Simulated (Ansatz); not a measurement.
# Sn4H: the cost of one run

Method: DFT PBE, scalar-relativistic, plane waves, PAW, unless a step names another level, in Ansatz 0.2.0.

1 further run of the same task is left out (it didn't finish). Runs told in other sessions of the task aren't counted.

### 1 The system as given

It takes space group P-3m1 (No. 164, trigonal). Conventional cell: a = 4.716 Å, b = 4.716 Å, c = 16.488 Å, α = 90.00°, β = 90.00°, γ = 120.00°. Around Sn (site symmetry 3m) lie 4 Sn at 2.87 to 2.88 Å. Sn (site symmetry 3m) is surrounded by 4 Sn at 2.86 to 2.87 Å. Around Sn (site symmetry 3m) lie 1 H at 1.75 Å. H (site symmetry 3m) is surrounded by 1 Sn at 1.75 Å.

As a file:

```cif
data_structure
_symmetry_space_group_name_H-M 'P-3m1'
_symmetry_Int_Tables_number 164
_cell_length_a 4.7160
_cell_length_b 4.7160
_cell_length_c 16.4883
_cell_angle_alpha 90.000
_cell_angle_beta 90.000
_cell_angle_gamma 120.000
_cell_volume 317.58
loop_
_atom_site_label
_atom_site_type_symbol
_atom_site_symmetry_multiplicity
_atom_site_Wyckoff_symbol
_atom_site_fract_x
_atom_site_fract_y
_atom_site_fract_z
_atom_site_occupancy
Sn1 Sn 2 c 0.00000 0.00000 0.08713 1
Sn2 Sn 2 d 0.66667 0.33333 0.85508 1
Sn3 Sn 2 d 0.66667 0.33333 0.68105 1
Sn4 Sn 2 d 0.66667 0.33333 0.37293 1
H1 H 2 d 0.66667 0.33333 0.47903 1
```

It came out lowest among 26 distinct ends of the trial cells. At a tolerance of 0.05 Å it has space group P-3m1 (No. 164).

### 2 A stricter relaxation, on the response runs' mesh and smearing

File input.yaml:

```yaml
crystal:
  lattice:
    - [4.7159704025, 0.0, 0.0]
    - [-2.3579852013, 4.0841501721, 0.0]
    - [0.0, 0.0, 16.4882837302]
  atoms:
    - { symbol: Sn, position: [0.0, 0.0, 0.0871314553] }
    - { symbol: Sn, position: [0.0, 0.0, 0.9128685447] }
    - { symbol: Sn, position: [0.6666666667, 0.3333333333, 0.8550779219] }
    - { symbol: Sn, position: [0.6666666667, 0.3333333333, 0.6810535286] }
    - { symbol: Sn, position: [0.6666666667, 0.3333333333, 0.3729300414] }
    - { symbol: Sn, position: [0.3333333333, 0.6666666667, 0.6270699586] }
    - { symbol: Sn, position: [0.3333333333, 0.6666666667, 0.1449220781] }
    - { symbol: Sn, position: [0.3333333333, 0.6666666667, 0.3189464714] }
    - { symbol: H, position: [0.6666666667, 0.3333333333, 0.4790320288] }
    - { symbol: H, position: [0.3333333333, 0.6666666667, 0.5209679712] }
basis:
  ecutwfc: 420
kpoints:
  mp_grid: { grid: [12, 12, 4] }
hamiltonian:
  xc: pbe
scf:
  occupations: { method: gaussian, width: 0.01 }
output:
  forces: true
  stress: true
  eigenvalues: true
relax:
  adjacent_minimum: "off"
  f_tol: 0.001
  max_steps: 60
  cell: { stress_tol: 0.01 }
```

Command:

```
> ansatz run input.yaml --threads 3 --pin off --max-ram 7680MiB --backend cpu --events-out ev --progress --plain --runs-dir out
```

What time and memory should one allow on 3 threads of Intel Xeon 6975P-C (Granite Rapids), shared host?

About 2.9 min, with a peak of 1.5 GiB.
